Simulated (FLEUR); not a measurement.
# BiTe (Fm-3m) in FLEUR: notebook, part 2 of 2

FLEUR MaX-R8.1 (later development tree). Earlier steps stand in the parts before.

### 6 Equation of state, r2SCAN, 35.21 Å³/atom (volume scaled by 1.04)

Changes to inp.xml since step 5:

```diff
@@ -27,3 +27,3 @@
       <xi:include xmlns:xi="http://www.w3.org/2001/XInclude" href="sym.xml"> </xi:include>
-      <bulkLattice scale="1.0000000000">
+      <bulkLattice scale="1.0131594038">
          <bravaisMatrix>
```

Potentials or basis: all-electron, FLAPW.

Started as:

```sh
$ inpgen -f crystal.txt -profile fastHighL
$ # inp.xml edited to the form shown
$ fleur_MPI
```

Run time: 43 s. Hardware: 1 thread of Intel Xeon 6975P-C (Granite Rapids), shared host; peak memory 0.1 GiB.

Results (log left out):

| Property | Result |
| --- | --- |
| Free energy | -772143.2756 eV |
| Band gap on the k mesh | none (metal or under the smearing width) |
| Valence electrons inside the program's atomic spheres | Bi 18.72; Te 20.04 (radii Bi 2.66, Te 2.66 bohr) |

Caveat: the meta-GGA is that of a development version, with a GGA for the radial functions and cores and without core tails; spin-orbit coupling is left out, which moves the levels of the heavy elements.

### 7 Equation of state, r2SCAN, 35.89 Å³/atom (volume scaled by 1.06)

Changes to inp.xml since step 6:

```diff
@@ -27,3 +27,3 @@
       <xi:include xmlns:xi="http://www.w3.org/2001/XInclude" href="sym.xml"> </xi:include>
-      <bulkLattice scale="1.0131594038">
+      <bulkLattice scale="1.0196128224">
          <bravaisMatrix>
```

Started as:

```sh
$ inpgen -f crystal.txt -profile fastHighL
$ # inp.xml edited to the form shown
$ fleur_MPI
```

Run time: 40 s. Hardware: 1 thread of Intel Xeon 6975P-C (Granite Rapids), shared host; peak memory 0.09 GiB.

Results (log left out):

* Free energy: -772143.2586 eV
* Band gap on the k mesh: none (metal or under the smearing width)
* Valence electrons inside the program's atomic spheres: Bi 18.71; Te 20.03 (radii Bi 2.66, Te 2.66 bohr)

Caveat: the meta-GGA is that of a development version, with a GGA for the radial functions and cores and without core tails; spin-orbit coupling is left out, which moves the levels of the heavy elements.

### 8 Equation of state, r2SCAN

No new run: the results of the series are fitted here.

Results:

| Item | Value |
| --- | --- |
| Equilibrium volume | 33.96 Å³/atom |
| Bulk modulus | 50 GPa |

Energy against volume, from the lowest point:
| volume (Å³/atom) | energy (meV/atom) |
| --- | --- |
| 31.824 | 23.94 |
| 32.501 | 10.74 |
| 33.855 | 0.00 |
| 35.209 | 6.62 |
| 35.886 | 15.13 |

Caveat: the meta-GGA is that of a development version, with a GGA for the radial functions and cores and without core tails; spin-orbit coupling is left out, which moves the levels of the heavy elements. Zero-point motion and thermal expansion aren't in these numbers.
